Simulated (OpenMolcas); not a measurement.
# I⁶⁺: CASSCF and CASPT2 terms and fine-structure levels

Wanted: the level scheme of I⁶⁺ from active-space wave functions, then second-order correlation under several settings.

The numbers are computed with OpenMolcas 26.06 (state-averaged CASSCF and CASPT2, spin-orbit coupling by RASSI with atomic mean-field integrals), except any that are marked as measured or tabulated.

## (1) The system

```
Species                           : I⁶⁺ (iodine, Z = 53, 47 electrons)
Basis                             : ANO-RCC-VTZP [7s6p4d2f1g], 68 functions
Scalar Hamiltonian                : DKH2, point nucleus
Inactive shells                   : 1s 2s 2p 3s 3p 3d 4s 4p 4d
Active space                      : 1 electron in 4 orbitals (5s 5p)
Some configurations of this space : 5p, 5s
Orbitals                          : optimised for each spin and parity, averaged over the low roots
```

The outer shells:

5p
```
5p [↑ ][  ][  ]
```

5s
```
5s [↑ ]
```

Each step is its own input file, run in one work folder so that later steps find the files of earlier ones. Labels, J, g values, rates, χT and fits are worked out afterwards by a script from the matrices that RASSI stores.

## (2) GATEWAY and SEWARD: basis and integrals

File a.inp:

```
&GATEWAY
Coord
1

I 0.0 0.0 0.0
Basis=ANO-RCC-VTZP
Group=XYZ
NoMove
AngMom=0.0 0.0 0.0
AMFI
&SEWARD
```

## (3) Reference wave functions, doublets of even parity, 1 root

File a.inp:

```
&RASSCF
FileOrb=start.orb
Symmetry=1
Spin=2
nActEl=1 0 0
Inactive=14 9
Ras2=1 3
CIRoot=1 1 1
SDav=1
CIMx=300
Iter=120 100
PrWF=0.3
OrbListing=Nothing
MaxOrb=0
Atom
>>> COPY $Project.JobIph JOB001
```

start.orb holds the contracted functions of the basis, ordered by shell, or the orbitals of the step before.

## (4) CASSCF: doublets of odd parity, 3 roots

File a.inp:

```
&RASSCF
FileOrb=start.orb
Symmetry=2
Spin=2
nActEl=1 0 0
Inactive=14 9
Ras2=1 3
CIRoot=3 3 1
SDav=3
CIMx=300
Iter=120 100
PrWF=0.3
OrbListing=Nothing
MaxOrb=0
Atom
>>> COPY $Project.JobIph JOB002
```

## (5) RASSI: spin-orbit coupling between the states

File a.inp:

```
&RASSI
NrOfJobIphs=2 1 3
1
1 2 3
IphNames
JOB001
JOB002
EJob
SpinOrbit
DIPRint=1.0
SOCoupling=1000.0
Subsets=2
MEES
Property=10
'ANGMOM' 1 'ANGMOM' 2 'ANGMOM' 3 'MLTPL  1' 1 'MLTPL  1' 2 'MLTPL  1' 3
'AMFI' 1 'AMFI' 2 'AMFI' 3 'MLTPL  2' 6
SOProperty=3
'ANGMOM' 1 'ANGMOM' 2 'ANGMOM' 3
```

## (6) CASPT2: IPEA 0.25, imaginary shift 0.1 (closed shells correlated: 4d)

File a.inp:

```
>>> COPY JOB001 $Project.JobIph
&CASPT2
Multistate=1 1
Frozen=9 9
IPEA=0.25
Imaginary=0.1
MaxIter=60
WThr=0.0 0.3 0.05
PrWF=0.5
NoMix
>>> COPY JOB002 $Project.JobIph
&CASPT2
Multistate=3 1 2 3
Frozen=9 9
IPEA=0.25
Imaginary=0.1
MaxIter=60
WThr=0.0 0.3 0.05
PrWF=0.5
NoMix
```

## (7) CASPT2: IPEA 0, imaginary shift 0.1 (closed shells correlated: 4d)

Edit a.inp of step 6 so:

```diff
@@ -4,3 +4,3 @@
 Frozen=9 9
-IPEA=0.25
+IPEA=0.0
 Imaginary=0.1
@@ -14,3 +14,3 @@
 Frozen=9 9
-IPEA=0.25
+IPEA=0.0
 Imaginary=0.1
```

## (8) CASPT2: IPEA 0.25, imaginary shift 0.1 (closed shells correlated: 4d), extended multistate

Edit a.inp of step 7 so:

```diff
@@ -4,3 +4,3 @@
 Frozen=9 9
-IPEA=0.0
+IPEA=0.25
 Imaginary=0.1
@@ -12,5 +12,5 @@
 &CASPT2
-Multistate=3 1 2 3
+XMultistate=3 1 2 3
 Frozen=9 9
-IPEA=0.0
+IPEA=0.25
 Imaginary=0.1
```

## (9) CASPT2: IPEA 0.25, imaginary shift 0.1 (closed shells correlated: none)

Edit a.inp of step 8 so:

```diff
@@ -3,3 +3,3 @@
 Multistate=1 1
-Frozen=9 9
+Frozen=14 9
 IPEA=0.25
@@ -12,4 +12,4 @@
 &CASPT2
-XMultistate=3 1 2 3
-Frozen=9 9
+Multistate=3 1 2 3
+Frozen=14 9
 IPEA=0.25
```

## (10) CASPT2: IPEA 0.25, imaginary shift 0.1 (closed shells correlated: 4s 4p 4d)

Edit a.inp of step 9 so:

```diff
@@ -3,3 +3,3 @@
 Multistate=1 1
-Frozen=14 9
+Frozen=8 6
 IPEA=0.25
@@ -13,3 +13,3 @@
 Multistate=3 1 2 3
-Frozen=14 9
+Frozen=8 6
 IPEA=0.25
```

## (11) CASPT2: IPEA 0.25, real shift 0.2 (closed shells correlated: 4d)

File a.inp:

```
>>> COPY JOB001 $Project.JobIph
&CASPT2
Multistate=1 1
Frozen=9 9
IPEA=0.25
Shift=0.2
MaxIter=60
WThr=0.0 0.3 0.05
PrWF=0.5
NoMix
>>> COPY JOB002 $Project.JobIph
&CASPT2
Multistate=3 1 2 3
Frozen=9 9
IPEA=0.25
Shift=0.2
MaxIter=60
WThr=0.0 0.3 0.05
PrWF=0.5
NoMix
```

(Steps that only read results are left out.)

What does the calculation give? Wanted: lowest level; first excited level; strongest of the lines computed, by gA, at SS-CASPT2 energies; ionisation energy, CASSCF; ionisation energy, SS-CASPT2, IPEA 0.25, imag shift 0.1; ionisation energy, SS-CASPT2, IPEA 0, imag shift 0.1.

As calculated:

```
                                                     quantity                                                                      value
                                                       method   SS-CASPT2, IPEA 0.25, imaginary shift 0.1 (closed shells correlated: 4d)
                                                 lowest level                                   5s ²S_1/2, 100 % of that term, g = 2.002
                                  ground level listed by NIST                                                                      2S1/2
                                          first excited level                                                  5p ²P°_1/2 at 107210 cm⁻¹
strongest of the lines computed, by gA, at SS-CASPT2 energies                          5p ²P°_3/2 → 5s ²S_1/2, 82.5 nm, A = 3.87e+09 s⁻¹
                                    ionisation energy, CASSCF  85.90 eV (NIST 87.610, semi-empirical); from a like chain on the next ion
      ionisation energy, SS-CASPT2, IPEA 0.25, imag shift 0.1  87.41 eV (NIST 87.610, semi-empirical); from a like chain on the next ion
         ionisation energy, SS-CASPT2, IPEA 0, imag shift 0.1  87.44 eV (NIST 87.610, semi-empirical); from a like chain on the next ion
```

Cost and accuracy by method:

| method | time of its own steps | time with the reference | mean absolute difference from the measured levels (cm-1) |
| --- | --- | --- | --- |
| A. CASSCF | 6.7 s | 6.7 s | 630 |
| B. SS-CASPT2, IPEA 0.25, imaginary shift 0.1, +4d | 0.93 s | 7.6 s | 1700 |
| C. SS-CASPT2, IPEA 0, imaginary shift 0.1, +4d | 0.88 s | 7.6 s | 1800 |
| D. XMS-CASPT2, IPEA 0.25, imaginary shift 0.1, +4d | 0.78 s | 7.5 s | 1400 |
| E. SS-CASPT2, IPEA 0.25, imaginary shift 0.1, +none | 0.73 s | 7.4 s | 630 |
| F. SS-CASPT2, IPEA 0.25, imaginary shift 0.1, +4s 4p 4d | 0.98 s | 7.7 s | 2400 |
| G. SS-CASPT2, IPEA 0.25, real shift 0.2, +4d | 0.88 s | 7.6 s | 1700 |

Times are of one thread on a shared host.

Method A lies closest to the measured levels (630 cm⁻¹ on average, level with E) and F farthest (2400). Only the configurations of the active space and the roots asked for are present. Levels of other configurations are missing from the list.
